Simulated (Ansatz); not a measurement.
**BH7N2OSi: how energies converge with the basis set**

One table from this session's results is given with a row withheld; the runs are named, their logs left out.

Method: one geometry, several basis sets; program: Ansatz 0.2.0, Gaussian basis.

The runs, in order: PBE0-D4/def2-SVP; ωB97M-V/def2-SVP; PBE0-D4/def2-QZVPP; ωB97M-V/def2-QZVPP; the functionals' def2-TZVPP values are taken from earlier runs.

### The geometry

An earlier PBE0-D4 in a triple-zeta def2 set relaxation fixed the geometry.

SMILES `NB(N)O[SiH3]`, 12 atoms, charge 0, spin multiplicity 1.

Atoms are counted from 1 here; the program's logs count them from 0.

Bond lengths: N1–B2 1.418 Å, N1–H6 1.003 Å, N1–H7 1.003 Å, B2–N3 1.414 Å, B2–O4 1.386 Å, N3–H8 1.003 Å, N3–H9 1.002 Å, O4–Si5 1.629 Å, Si5–H10 1.492 Å, Si5–H11 1.484 Å, Si5–H12 1.486 Å. Angles: B2–N1–H6 122.6°, B2–N1–H7 123.4°, H6–N1–H7 113.8°, N1–B2–N3 122.3°, N1–B2–O4 120.7°, N3–B2–O4 117.0°, B2–N3–H8 121.1°, B2–N3–H9 124.4°, H8–N3–H9 114.5°, B2–O4–Si5 136.2°, O4–Si5–H10 111.4°, O4–Si5–H11 108.6°, O4–Si5–H12 110.5°, H10–Si5–H11 108.7°, H10–Si5–H12 108.2°, H11–Si5–H12 109.3°.

The first run:

File in.yaml:

```yaml
crystal:
  periodic: [false, false, false]
  atoms:
    - {symbol: N, position_ang: [-0.955318, 1.062031, 0.633415]}
    - {symbol: B, position_ang: [-0.317353, -0.203389, 0.683566]}
    - {symbol: N, position_ang: [-0.417932, -1.056718, 1.805991]}
    - {symbol: O, position_ang: [0.443816, -0.654643, -0.382829]}
    - {symbol: Si, position_ang: [1.035544, -0.013568, -1.759034]}
    - {symbol: H, position_ang: [-0.945077, 1.639995, -0.186515]}
    - {symbol: H, position_ang: [-1.533973, 1.417570, 1.371194]}
    - {symbol: H, position_ang: [0.056405, -1.940101, 1.828565]}
    - {symbol: H, position_ang: [-0.952415, -0.850059, 2.628039]}
    - {symbol: H, position_ang: [0.214352, 1.144778, -2.217917]}
    - {symbol: H, position_ang: [1.017634, -1.057663, -2.812940]}
    - {symbol: H, position_ang: [2.431217, 0.456466, -1.557438]}
basis:
  gaussian: {orbitals: def2-SVP}
hamiltonian: {xc: pbe0, dispersion: d4}
output: {orbitals: {seedname: orbitals}}
```

Steps of the session up to this table: PBE0-D4 in def2-SVP; ωB97M-V in def2-SVP; PBE0-D4 in def2-QZVPP; ωB97M-V in def2-QZVPP.

One of the session's tables, all rows but one given; the rest of the session is left out.

It belongs to the step «Functionals by basis». 

| functional | basis | HOMO (eV) | LUMO (eV) |
| --- | --- | --- | --- |
| PBE0-D4 | def2-SVP | -6.67 | 1.06 |
| PBE0-D4 | def2-TZVPP | -6.97 | 0.39 |
| PBE0-D4 | def2-QZVPP | -7.03 | 0.16 |
| ωB97M-V | def2-SVP | -9.05 | 2.88 |
| ωB97M-V | def2-TZVPP | ? | ? |
| ωB97M-V | def2-QZVPP | -9.42 | 1.42 |

**Question.** Estimate the row for ωB97M-V, def2-TZVPP.

As computed: HOMO (eV): -9.36; LUMO (eV): 1.88. In the column «HOMO (eV)» it lies between ωB97M-V, def2-QZVPP (-9.42) and ωB97M-V, def2-SVP (-9.05).
